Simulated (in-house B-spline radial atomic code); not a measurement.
# I³⁸⁺: excited configurations

Aim: the energies of several excited configurations of I³⁸⁺ above a reference configuration, each from its own self-consistent run.

The numbers are computed with in-house B-spline radial atomic code version 1 (Dirac-Hartree-Fock, average of configuration, Fermi nucleus, basis-set limit), except any that are marked as measured or tabulated.

## (1) The atom as given

| Property | Result |
| --- | --- |
| element | iodine (Z = 53) |
| charge | +38 |
| electrons | 15 |
| configuration | [Ne] 3s2 3p3 |
| Hamiltonian | Dirac-Coulomb |
| nucleus | Fermi, rms radius 4.750 fm |

Outer shells as boxes (Hund's rule):

[Ne] 3s2 3p3
```
[Ne] core
3s [↑↓]
3p [↑ ][↑ ][↑ ]
```

The boxes draw the filling by Hund's rule, which heavy ions in jj coupling don't follow; these runs average over all states of the configuration.

Input settings:

```ini
Z = 53
electrons = 15.0
configuration = [Ne] 3s2 3p3
hamiltonian = dirac
method = hf
spin_polarised = False
nucleus = fermi
rms_radius = 4.75
mass_number = 127
atomic_mass = 126.904472592
speed_of_light = 137.035999084
```

This reference run was done before. Its total energy is -5885.437553 hartree, and its levels are (the highest eight at most):

```tsv
orbital	occupation	energy (eV)	<r> (bohr)
1s1/2	2	-35625.9	0.02721
2s1/2	2	-7411.79	0.1148
2p1/2	2	-7094.24	0.09704
2p3/2	4	-6786.28	0.1024
3s1/2	2	-2864.96	0.2821
3p1/2	1	-2757.35	0.2684
3p3/2	2	-2681.99	0.2765
```

## (2) Run with [Ne] 3s1 3p3 7f1

Input settings:

```ini
Z = 53
electrons = 15.0
configuration = [Ne] 3s1 3p3 7f1
hamiltonian = dirac
method = hf
spin_polarised = False
nucleus = fermi
rms_radius = 4.75
mass_number = 127
atomic_mass = 126.904472592
speed_of_light = 137.035999084
```

## (3) Configuration [He] 2s2 2p5 3s2 3p3 5f1

Settings: those of step 2 with these lines changed.

```diff
@@ -2,3 +2,3 @@
 electrons = 15.0
-configuration = [Ne] 3s1 3p3 7f1
+configuration = [He] 2s2 2p5 3s2 3p3 5f1
 hamiltonian = dirac
```

## (4) [Ne] 3s2 3p2 5f1

Settings: those of step 3 with these lines changed.

```diff
@@ -2,3 +2,3 @@
 electrons = 15.0
-configuration = [He] 2s2 2p5 3s2 3p3 5f1
+configuration = [Ne] 3s2 3p2 5f1
 hamiltonian = dirac
```

## (5) [Ne] 3s1 3p3 5p1

Settings: those of step 4 with these lines changed.

```diff
@@ -2,3 +2,3 @@
 electrons = 15.0
-configuration = [Ne] 3s2 3p2 5f1
+configuration = [Ne] 3s1 3p3 5p1
 hamiltonian = dirac
```

## (6) Configuration [He] 2s2 2p5 3s2 3p3 7s1

Settings: those of step 5 with these lines changed.

```diff
@@ -2,3 +2,3 @@
 electrons = 15.0
-configuration = [Ne] 3s1 3p3 5p1
+configuration = [He] 2s2 2p5 3s2 3p3 7s1
 hamiltonian = dirac
```

How far above the reference does each configuration lie (order and size, in eV)?

**Answer**, as computed:

| net move | configuration | energy above the reference (eV) | with Breit, QED, recoil (eV) | largest <r> (bohr) |
| --- | --- | --- | --- | --- |
| 3p → 5f | [Ne] 3s2 3p2 5f1 | 1864.39 | 1862.18 | 0.790 |
| 3s → 5p | [Ne] 3s1 3p3 5p1 | 1962.15 | 1959.44 | 0.863 |
| 3s → 7f | [Ne] 3s1 3p3 7f1 | 2436.55 | 2433.43 | 1.71 |
| 2p → 5f | [He] 2s2 2p5 3s2 3p3 5f1 | 6037.42 | 6027.66 | 0.787 |
| 2p → 7s | [He] 2s2 2p5 3s2 3p3 7s1 | 6420.69 | 6411.12 | 1.73 |

Quantum defects of the promoted electron, δ = n − ζ/√(−2ε) with ζ = 39 and ε its orbital energy in hartree:

| promotion | δ |
| --- | --- |
| 3p → 5f | 0.043 |
| 3s → 5p | 0.211 |
| 3s → 7f | 0.045 |
| 2p → 5f | 0.050 |
| 2p → 7s | 0.303 |

At the bottom stands 3p → 5f (1864.39 eV), at the top 2p → 7s (6420.69 eV). Koopmans' estimate of the ionisation threshold is 2681.99 eV; 2 configurations exceed it by over 2 % and could autoionise. Of those tabulated, the defect is largest for 7s (0.30) and least for 5f (0.04); at this charge much of the defect is relativistic. Two partly filled shells share a symmetry and can mix in the average, which may lower the energy, for: 3s → 5p; 2p → 5f; 2p → 7s. These are averages over configurations, without correlation, not spectroscopic levels.
